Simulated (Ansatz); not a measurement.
**Ti2Cd: pressure against volume**

One table from this session's results is given with a row withheld; the runs are named, their logs left out.

Method: DFT LDA, scalar-relativistic, in Ansatz 0.2.0.

### Starting point

The structure is tetragonal, space group I4/mmm (No. 139). The conventional cell has a = 2.865 Å, b = 2.865 Å, c = 13.420 Å, α = 90.00°, β = 90.00°, γ = 90.00°. Around Ti (site symmetry 4mm) lie 8 Ti at 2.84 to 2.87 Å and 4 Cd at 3.11 Å. Cd (site symmetry 4/mmm) is surrounded by 4 Cd at 2.87 Å and 8 Ti at 3.11 Å.

As a file:

```cif
data_structure
_symmetry_space_group_name_H-M 'P 1'
_symmetry_Int_Tables_number 1
_cell_length_a 7.0092
_cell_length_b 7.0092
_cell_length_c 7.0092
_cell_angle_alpha 156.414
_cell_angle_beta 156.414
_cell_angle_gamma 33.600
_cell_volume 55.08
loop_
_atom_site_label
_atom_site_type_symbol
_atom_site_fract_x
_atom_site_fract_y
_atom_site_fract_z
_atom_site_occupancy
Ti1 Ti 0.32400 0.32400 0.00000 1
Ti2 Ti 0.67600 0.67600 0.00000 1
Cd1 Cd 0.00000 0.00000 0.00000 1
```

Atoms are numbered in the order of the input: Ti1, Ti2, Cd3.

The first run:

input.yaml reads:

```yaml
crystal:
  lattice:
    - [-1.4032571007, 1.4032571007, 6.5730227895]
    - [1.4032571007, -1.4032571007, 6.5730227895]
    - [1.4032571007, 1.4032571007, -6.5730227895]
  atoms:
    - { symbol: Ti, position: [0.324, 0.324, 0.0] }
    - { symbol: Ti, position: [0.676, 0.676, 0.0] }
    - { symbol: Cd, position: [0.0, 0.0, 0.0] }
kpoints:
  mp_grid: { grid: [16, 16, 16] }
  band_path:
    path:
      - [0.0, 0.0, 0.0]
      - [0.0, 0.0, 0.5]
      - [0.25, 0.25, 0.25]
      - [0.0, 0.5, 0.0]
      - [0.0, 0.0, 0.0]
      - [0.5, 0.5, -0.5]
      - [0.2613942103, 0.7386057897, -0.2613942103]
      - [-0.2613942103, 0.2613942103, 0.2613942103]
      - [0.0, 0.0, 0.0]
    npoints: 5
scf:
  occupations: { method: fermi_dirac, width: 0.08 }
hamiltonian:
  xc: lda
  pseudopotentials: { kind: all_electron, lapw: { basis_error: 0.001 } }
output:
  forces: true
  stress: true
  eigenvalues: true
```

Run with:

```
> ansatz run input.yaml --threads 1 --pin off --max-ram 4096MiB --backend cpu --events-out ev --progress --plain --runs-dir out
```

Among the steps run: Volume × 0.94, LAPW; Volume × 0.94, PAW; Volume × 0.94, crystal datasets; Volume × 0.98, LAPW; Volume × 0.98, PAW; Volume × 0.98, crystal datasets; Volume × 1.01, LAPW; Volume × 1.01, PAW; Volume × 1.01, crystal datasets; Volume × 1.04, LAPW; Volume × 1.04, PAW; Volume × 1.04, crystal datasets.

One table of the session follows, with a row left open; its other results are not shown here.

| method | volume (Å³/atom) | pressure (GPa) | largest force (eV/Å) |
| --- | --- | --- | --- |
| LAPW | 17.258 | -2.10 | 0.022 |
| LAPW | 17.992 | -6.32 | 0.174 |
| LAPW | 18.543 | -8.92 | 0.277 |
| LAPW | 19.093 | -11.11 | 0.372 |
| PAW | 17.258 | ? | ? |
| PAW | 17.992 | -6.33 | 0.175 |
| PAW | 18.543 | -8.93 | 0.278 |
| PAW | 19.093 | -11.11 | 0.373 |
| crystal datasets | 17.258 | -2.09 | 0.021 |
| crystal datasets | 17.992 | -6.32 | 0.174 |
| crystal datasets | 18.543 | -8.92 | 0.277 |
| crystal datasets | 19.093 | -11.11 | 0.371 |

**Question.** Estimate the row for PAW, 17.258.

**Answer.** pressure (GPa): -2.10; largest force (eV/Å): 0.023.

Limits of these values: Warnings in the runs' records: gradients without spin orbit, crystal datasets made.
